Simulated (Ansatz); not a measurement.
**KLuS2: equation of state**

One table from this session's results is given with a row withheld; the runs are named, their logs left out.

Method: DFT LDA, scalar-relativistic, in Ansatz 0.2.0.

### The structure to begin with

It takes space group R-3m (No. 166, trigonal). The conventional cell has a = 3.949 Å, b = 3.949 Å, c = 21.871 Å, α = 90.00°, β = 90.00°, γ = 120.00°. Around K (site symmetry -3m) lie 6 S at 3.15 Å. Lu (site symmetry -3m) is surrounded by 6 S at 2.71 Å. S (site symmetry 3m) has 3 Lu at 2.71 Å and 3 K at 3.15 Å in its first shell of neighbours.

Structure file:

```cif
data_structure
_symmetry_space_group_name_H-M 'P 1'
_symmetry_Int_Tables_number 1
_cell_length_a 7.6385
_cell_length_b 7.6385
_cell_length_c 7.6385
_cell_angle_alpha 29.961
_cell_angle_beta 29.961
_cell_angle_gamma 29.961
_cell_volume 98.46
loop_
_atom_site_label
_atom_site_type_symbol
_atom_site_fract_x
_atom_site_fract_y
_atom_site_fract_z
_atom_site_occupancy
K1 K 0.00000 0.00000 0.00000 1
Lu1 Lu 0.50000 0.50000 0.50000 1
S1 S 0.23369 0.23369 0.23369 1
S2 S 0.76631 0.76631 0.76631 1
```

Atoms are numbered in the order of the input: K1, Lu2, S3, S4.

The first run:

input.yaml

```yaml
crystal:
  lattice:
    - [1.9478155096, 1.1245718088, 7.1917999487]
    - [-1.9478155096, 1.1245718088, 7.1917999487]
    - [0.0, -2.2491436175, 7.1917999487]
  atoms:
    - { symbol: K, position: [0.0, 0.0, 0.0] }
    - { symbol: Lu, position: [0.5, 0.5, 0.5] }
    - { symbol: S, position: [0.23369, 0.23369, 0.23369] }
    - { symbol: S, position: [0.76631, 0.76631, 0.76631] }
kpoints:
  mp_grid: { grid: [7, 7, 7] }
  band_path:
    path:
      - [0.0, 0.0, 0.0]
      - [0.5, 0.5, 0.5]
      - [0.8170325705, 0.1829674295, 0.5]
      - [0.5, -0.1829674295, 0.1829674295]
      - [0.5, 0.0, 0.0]
      - [0.0, 0.0, 0.0]
      - [0.3414837148, -0.3414837148, 0.0]
      - [0.6585162853, 0.0, 0.3414837148]
      - [0.5, 0.0, 0.5]
    npoints: 5
scf:
  occupations: { method: fermi_dirac, width: 0.01 }
hamiltonian:
  xc: lda
  pseudopotentials: { kind: all_electron, lapw: { basis_error: 0.001 } }
output:
  forces: true
  stress: true
  eigenvalues: true
```

The run is started by

```sh
$ ansatz run input.yaml --threads 1 --pin off --max-ram 4096MiB --backend cpu --events-out ev --progress --plain --runs-dir out
```

Steps of the session up to this table: Volume × 0.96, LAPW; Volume × 0.96, PAW; Volume × 0.96, crystal datasets; Volume × 0.99, LAPW; Volume × 0.99, PAW; Volume × 0.99, crystal datasets; Volume × 1.02, LAPW; Volume × 1.02, PAW; Volume × 1.02, crystal datasets; Volume × 1.06, LAPW; Volume × 1.06, PAW; Volume × 1.06, crystal datasets.

One table of the session follows, with a row left open; its other results are not shown here.

| method | volume (Å³/atom) | pressure (GPa) | gap on the k mesh (eV) | largest force (eV/Å) |
| --- | --- | --- | --- | --- |
| LAPW | 23.630 | -1.61 | 2.03 | 0.072 |
| LAPW | 24.368 | -3.33 | 2.10 | 0.237 |
| LAPW | 25.107 | -4.79 | 2.16 | 0.386 |
| LAPW | 26.091 | -6.40 | 2.23 | 0.562 |
| PAW | 23.630 | -1.61 | 2.02 | 0.072 |
| PAW | 24.368 | -3.34 | 2.10 | 0.238 |
| PAW | 25.107 | -4.80 | 2.16 | 0.387 |
| PAW | 26.091 | -6.40 | 2.23 | 0.563 |
| crystal datasets | 23.630 | ? | ? | ? |
| crystal datasets | 24.368 | -3.33 | 2.10 | 0.237 |
| crystal datasets | 25.107 | -4.79 | 2.16 | 0.386 |
| crystal datasets | 26.091 | -6.40 | 2.23 | 0.562 |

Q: Estimate the row for crystal datasets, 23.630 from the others.

The run gave: pressure (GPa): -1.61; gap on the k mesh (eV): 2.03; largest force (eV/Å): 0.071.

Caveats from the session: Warnings in the runs' records: gradients without spin orbit, crystal datasets made.
